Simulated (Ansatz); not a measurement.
I need a ladder of methods at one geometry of C3H6Ge, SMILES C[C]1=[CH][GeH2]1. Use Ansatz 0.2.0, Python API. Use (for the species named): LC-wPBE, def2-SVP basis, multiplicity 1. The script varies functional: lc_wpbe, cam_b3lyp, revpbe, hse06, pbe, r2scan.

Contents of `c3h6ge.xyz`:
```text
10

C    -0.86250    0.81580   -0.91390
C    -0.15180   -0.11140   -0.09300
C    -0.02770   -1.48700    0.33480
Ge    1.30120   -0.34650    1.06120
H    -0.47160    1.86650   -0.82730
H    -1.97090    0.89190   -0.59940
H    -0.83040    0.55690   -1.98670
H    -0.31960   -2.49160    0.28700
H     0.86770    0.37780    2.43170
H     2.54860   -0.12350    0.30870
```

`c3h6ge_methods.py`:
```python
# -*- coding: utf-8 -*-
"""One geometry of C3H6Ge, method by method."""

from pathlib import Path

import ansatz as az
import numpy as np

c3h6ge = az.Crystal.molecule_from_extxyz("c3h6ge.xyz")

setup = c3h6ge.calculation().basis(gaussian="def2-SVP")

print("functional    E (Ha)        dipole (D)   HOMO (eV)  LUMO (eV)")
for name in ["lc_wpbe", "cam_b3lyp", "revpbe", "hse06", "pbe", "r2scan"]:
    rep = setup.functional(name).forces().orbitals().run(threads=1, runs_dir="runs").report
    lines = Path(rep["orbitals_path"]).read_text().splitlines()
    field_of = lambda key: [line.split("=")[1].strip() for line in lines if line.startswith(key)]
    orbitals = [(27.211386 * float(e), s, float(n)) for e, s, n in zip(field_of("Ene="), field_of("Spin="), field_of("Occup="))]
    homo = max(e for e, _, n in orbitals if n > 0.5)
    lumo = min(e for e, _, n in orbitals if n < 0.5)
    dipole = 4.803205 * np.linalg.norm(rep["charge_distribution"]["dipole_moment_e_ang"])
    print(f"{name:10s} {rep['free_energy_ev'] / 27.211386246:14.6f} {dipole:9.3f} {homo:11.3f} {lumo:10.3f}")
```

Output of `python c3h6ge_methods.py`:
```text
functional    E (Ha)        dipole (D)   HOMO (eV)  LUMO (eV)
lc_wpbe      -2194.103544     0.632      -9.360      1.965
cam_b3lyp    -2194.498689     0.666      -8.032      0.846
revpbe       -2194.272223     0.848      -5.597     -1.385
hse06        -2194.046569     0.757      -6.385     -0.815
pbe          -2193.983862     0.885      -5.637     -1.449
r2scan       -2194.379601     0.880      -5.901     -1.287
```

What to keep in mind:
- Total energies depend on the basis set; only differences at equal settings carry meaning.
- The geometry is a force-field or estimated start, not a minimum of this method, and the basis set is short of its limit. A lower total doesn't mark the better method: functionals have no common bound, and MP2 and coupled cluster aren't variational.
- Levels such as HOMO and LUMO are orbital energies: with these approximate functionals they aren't the ionisation energy and electron affinity, and their gap isn't the fundamental gap.
- hse06 follows the composition of plane-wave codes, whose totals differ by tens of mHa, up to about 0.1 Ha, from the form usual in Gaussian-basis programs (wpbeh).
- Wall time of the script: 29 s on 1 thread of Arm Neoverse V2, on a shared host, peak memory 0.32 GiB.
